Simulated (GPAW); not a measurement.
**CdN2H4 (SMILES [NH2][Cd][NH2]), run twice**

Aim: the charge distribution of CdN2H4 at PBE/real-space grid (scalar-relativistic datasets).

The results are computed with GPAW 26.7.0.

2 further runs of the same task are left out: 2 set aside as unsound or not needed. Runs told in other sessions of the task aren't counted.

### 1 The structure to begin with

CdN2H4 has 7 atoms, charge 0, and is taken as a singlet. SMILES: `[NH2][Cd][NH2]`. The coordinates come from a PBE0-D4/def2-TZVP relaxation.

Bond lengths: N1–Cd2 2.005 Å, Cd2–N3 2.005 Å, N1–H4 1.013 Å, N1–H5 1.013 Å, N3–H6 1.013 Å, N3–H7 1.013 Å. Angles: N1–Cd2–N3 173.5°, Cd2–N1–H4 113.2°, Cd2–N1–H5 113.2°, Cd2–N3–H6 113.2°, Cd2–N3–H7 113.2°, H4–N1–H5 106.6°, H6–N3–H7 106.6°.

### 2 The input as first written

Input file run.xyz:

```xyz
7

N     -1.855800     0.221000    -0.740100
Cd    -0.034600    -0.022000     0.061400
N      1.679500    -0.333300     1.053000
H     -2.304300    -0.654300    -0.983100
H     -1.849000     0.785600    -1.580900
H      1.875600     0.381200     1.744000
H      2.488700    -0.378100     0.445700
```

Input file run.py:

```python
import numpy as np
from ase.io import read
from ase.units import Debye
from gpaw import GPAW

atoms = read('run.xyz')
atoms.center(vacuum=4.5)

dft = GPAW(mode='fd',
           h=0.2,
           xc='PBE',
           occupations={'name': 'fermi-dirac', 'width': 1.0},
           maxiter=75,
           txt='-')
atoms.calc = dft

energy = atoms.get_potential_energy()
print(f'Energy = {energy:.5f} eV')
forces = atoms.get_forces()
print('Forces (eV/Ang)')
for symbol, f in zip(atoms.symbols, forces):
    print(f'{symbol:2} {f[0]:9.4f} {f[1]:9.4f} {f[2]:9.4f}')
dipole = atoms.get_dipole_moment() / Debye
print(f'Dipole: {np.linalg.norm(dipole):.3f} D')
homo, lumo = dft.get_homo_lumo()
print(f'HOMO: {homo:.3f} eV')
print(f'LUMO = {lumo:.3f} eV')
print(f'Gap = {lumo - homo:.3f} eV')
```

The run is started by

```bash
python3 -u run.py | tee run.out
```

Standard output:

```text
[...]
Number of symmetries: 1
[...]
  Number of IBZ points: 1
[...]
Spin-components: 1 (collinear spins)
Bands:           20
[...]
  Valence electrons: 26.0
[...]
  Grid points: [68 52 60]
  Charge: 0.0  # |e|
[...]
    cutoffs:
[...]
occupation numbers:
  Fermi-Dirac:
[...]
xc functional:
  name: PBE with 2 nearest neighbor stencil
[...]
|iter     |     time |      energy | eigst |  dens |
[...]
|iter:   1| 00:00:03 |  -37.984425 | +0.99 |       |
[...]
|iter:  65| 00:01:21 |  -30.724162c| -7.47c| -5.67c|
Converged in 65 steps
[...]
Energy contributions relative to reference atoms: (reference = -155186.521994)
Energy contributions:
  Kinetic:          41.663862
  Coulomb:         -43.574102
  Zero:              1.234369
  External:          0.000000
  Xc:              -28.340762
  Entropy:          -3.415058
  Spinorbit:         0.000000
  ----------------------------
  Free energy:     -32.431691
  Extrapolated:    -30.724162
dipole moment: (0.075313, 0.053901, -0.151648)  # |e|*Ang
Fermi level: -4.190
Eigenvalues  # (at kpt = [0.000, 0.000, 0.000])
| band index |      eig [eV] | occ [0-2] |
|------------|---------------|-----------|
|          0 |       -20.945 |     2.000 |
|        ... |               |           |
|          5 |       -12.861 |     2.000 |
|          6 |       -12.856 |     2.000 |
|          7 |       -11.395 |     1.999 |
|          8 |       -11.378 |     1.998 |
|          9 |        -8.805 |     1.980 |
|         10 |        -8.708 |     1.978 |
|         11 |        -6.455 |     1.812 |
|         12 |        -6.278 |     1.779 |
|         13 |        -1.980 |     0.198 |
|         14 |        -1.004 |     0.079 |
[...]
Gap: 4.298 eV
Transition (v -> c):
[...]
Forces (eV/Ang)
N    -0.4585    0.2891   -0.0484
Cd    0.0067   -0.0119    0.0447
N     0.3815   -0.1784    0.4345
H    -0.3090   -0.3769   -0.0508
H    -0.0800    0.3605   -0.3575
H     0.0833    0.2367    0.4581
H     0.3963   -0.1746   -0.2707
Dipole: 0.853 D
HOMO: -6.278 eV
LUMO = -1.980 eV
Gap = 4.298 eV
```

It took 82 s on 1 thread of Arm Neoverse V2, shared host; peak memory 0.65 GiB.

### 3 Reading the log

The run finished; that doesn't make the result usable.

What is wrong: the smearing is far too wide. The sound input differs in these keys, not all of which need be the cause: smear at its default in place of fermi-dirac; width at its default in place of 1.

### 4 Second attempt

Input file mol.xyz:

```xyz
7

N     -1.855800     0.221000    -0.740100
Cd    -0.034600    -0.022000     0.061400
N      1.679500    -0.333300     1.053000
H     -2.304300    -0.654300    -0.983100
H     -1.849000     0.785600    -1.580900
H      1.875600     0.381200     1.744000
H      2.488700    -0.378100     0.445700
```

Input file run.py:

```python
import numpy as np
from ase.io import read
from ase.units import Debye
from gpaw import GPAW

# Geometry
atoms = read("mol.xyz")
atoms.center(vacuum=4.5)

# DFT calculator
calc = GPAW(mode="fd", xc="PBE", h=0.2, maxiter=100, txt="-")
atoms.calc = calc

energy = atoms.get_potential_energy()
print(f"Energy = {energy:.5f} eV")
forces = atoms.get_forces()
print("Forces (eV/Ang)")
for symbol, f in zip(atoms.symbols, forces):
    print(f'{symbol:2} {f[0]:9.4f} {f[1]:9.4f} {f[2]:9.4f}')
dipole = atoms.get_dipole_moment() / Debye
print(f"Dipole                  {np.linalg.norm(dipole):.3f} D")
homo, lumo = calc.get_homo_lumo()
print(f"HOMO = {homo:.3f} eV")
print(f"LUMO                    {lumo:.3f} eV")
print(f"Gap = {lumo - homo:.3f} eV")
```

The run is started by

```bash
OMP_NUM_THREADS=1 python run.py
```

Standard output:

```text
[...]
Number of symmetries: 1
[...]
  Number of IBZ points: 1
[...]
Spin-components: 1 (collinear spins)
Bands:           20
[...]
  Valence electrons: 26.0
[...]
  Grid points: [68 52 60]
  Charge: 0.0  # |e|
[...]
    cutoffs:
[...]
occupation numbers:
  # Zero width
[...]
xc functional:
  name: PBE with 2 nearest neighbor stencil
[...]
|iter     |     time |      energy | eigst |  dens |
[...]
|iter:   1| 00:00:02 |  -38.407729 | +0.98 |       |
[...]
|iter:  15| 00:00:20 |  -31.396871c| -7.45c| -5.89c|
Converged in 15 steps
[...]
Energy contributions relative to reference atoms: (reference = -155186.521994)
Energy contributions:
  Kinetic:          39.656798
  Coulomb:         -42.422847
  Zero:              1.244024
  External:          0.000000
  Xc:              -29.874847
  Entropy:           0.000000
  Spinorbit:         0.000000
  ----------------------------
  Free energy:     -31.396871
  Extrapolated:    -31.396871
dipole moment: (0.134178, 0.086797, -0.239717)  # |e|*Ang
Fermi level: -3.529
Eigenvalues  # (at kpt = [0.000, 0.000, 0.000])
| band index |      eig [eV] | occ [0-2] |
|------------|---------------|-----------|
|          0 |       -20.222 |     2.000 |
|        ... |               |           |
|          5 |       -12.490 |     2.000 |
|          6 |       -12.485 |     2.000 |
|          7 |       -10.761 |     2.000 |
|          8 |       -10.747 |     2.000 |
|          9 |        -8.289 |     2.000 |
|         10 |        -8.031 |     2.000 |
|         11 |        -5.699 |     2.000 |
|         12 |        -5.500 |     2.000 |
|         13 |        -1.558 |     0.000 |
|         14 |        -0.646 |     0.000 |
[...]
Gap: 3.943 eV
Transition (v -> c):
[...]
Forces (eV/Ang)
N    -0.2119    0.3256    0.2889
Cd    0.0565    0.0192   -0.0448
N    -0.0231   -0.3075    0.3492
H    -0.1239   -0.2844   -0.1029
H     0.0271    0.1795   -0.2960
H     0.0458    0.2380    0.2491
H     0.2416   -0.0266   -0.2405
Dipole                  1.384 D
HOMO = -5.500 eV
LUMO                    -1.558 eV
Gap = 3.943 eV
```

Wall time 20 s (1 thread of Arm Neoverse V2, shared host); peak memory 0.63 GiB.

### 5 What came out

At PBE/real-space grid (scalar-relativistic datasets):

```
                                              quantity        value
energy as printed (from the program's reference atoms)  -31.3969 eV
                                         dipole moment       1.38 D
                                           HOMO energy     -5.50 eV
                                           LUMO energy     -1.56 eV
                                         HOMO–LUMO gap      3.94 eV
```

In words: The first attempt's energy was +0.673 eV off this one.
